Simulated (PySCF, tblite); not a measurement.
# C3H9BrSSi2: geometry, infrared bands and NMR shifts

Wanted: the infrared bands and NMR shifts of C3H9BrSSi2 (`C=C[Si@H](Br)S[SiH2]C`), by calculation.

Computed with tblite 0.8.0 and PySCF 2.14.0, with density-fitted response routines of our own, on a single molecule in the gas phase. Atoms count from 0, in the outputs and in this text.

## (1) The molecule as given

16 atoms, charge 0, multiplicity 1; geometry from: force field or distance geometry start.

Bonds of the start (Å): C0–C1 1.33, C1–Si2 1.86, Si2–Br3 2.25, Si2–S4 2.12, S4–Si5 2.16, Si5–C6 1.87, C0–H7 1.09, C0–H8 1.08, C1–H9 1.08, Si2–H10 1.48, Si5–H11 1.47, Si5–H12 1.46, C6–H13 1.09, C6–H14 1.10, C6–H15 1.11.

## (2) Geometry optimisation with GFN2-xTB

Job settings and geometry (Å):

```
{"job": {"kind": "relax", "xc": "GFN2-xTB", "basis": "xTB"}, "charge": 0, "multiplicity": 1}
C     -3.240700     1.139000     0.533300
C     -2.680600     0.334600    -0.358700
Si    -1.342200    -0.873900     0.102400
Br    -2.370700    -2.443500     1.351600
S      0.248900    -0.008800     1.210900
Si     2.146400    -0.759400     0.508500
C      3.151200     0.738200     0.012700
H     -2.983800     1.172000     1.587200
H     -4.009200     1.804900     0.176900
H     -2.978300     0.340800    -1.399900
H     -0.847500    -1.524600    -1.136000
H      2.818900    -1.439200     1.618500
H      1.996700    -1.619300    -0.666400
H      3.095600     1.529600     0.764200
H      2.764600     1.136500    -0.934700
H      4.223100     0.482000    -0.114300
```

Started as:

```sh
> OMP_NUM_THREADS=1 python probes_run.py task.json out
```

The driver reads the jobs from task.json and runs them one after another.

**Question.** This job is followed by: GFN2-xTB harmonic vibrations, gas phase; GIAO PBE0/pcSseg-1 NMR shielding, non-relativistic, gas phase. Predict these results of the whole session: strongest single infrared mode (GFN2-xTB); zero-point energy (GFN2-xTB); 13C shifts against TMS (PBE0/pcSseg-1); 1H shifts against TMS (PBE0/pcSseg-1, means over atoms taken as alike); 29Si shifts against TMS (PBE0/pcSseg-1); 79Br shifts against HBr (PBE0/pcSseg-1); 33S shifts against CS2 (PBE0/pcSseg-1).

The runs gave:

```
                                                              quantity                                         value
                             strongest single infrared mode (GFN2-xTB)                         2319 cm⁻¹, 330 km/mol
                                          zero-point energy (GFN2-xTB)                                 67.1 kcal/mol
                                13C shifts against TMS (PBE0/pcSseg-1)                        145.7, 141.2, -3.9 ppm
1H shifts against TMS (PBE0/pcSseg-1, means over atoms taken as alike)  6.64, 6.55, 6.45, 6.20, 5.08, 5.01, 0.56 ppm
                               29Si shifts against TMS (PBE0/pcSseg-1)                               10.4, -27.0 ppm
                               79Br shifts against HBr (PBE0/pcSseg-1)                                        54 ppm
                                33S shifts against CS2 (PBE0/pcSseg-1)                                      -254 ppm
```

In words: The optimisation took 157 steps and gained 0.264 eV; among the close pairs (by a distance rule), Si2–H10 changed most, from 1.484 to 1.455 Å. All 42 modes are real, so the xTB geometry is a minimum. GFN2-xTB is a fitted tight-binding method: band positions and strengths are rough. Its intensities can rank the bands wrongly. C0 (terminal =CH2 carbon) lies farthest downfield among carbon, at 145.7 ppm; as expected for a trigonal carbon in a double bond. At PBE0/pcSseg-1: Shielding is most anisotropic at Br3 (span 392 ppm, paramagnetic term -559 ppm). Spin-orbit coupling is left out, which matters for shieldings and couplings at and beside the heavy atoms.
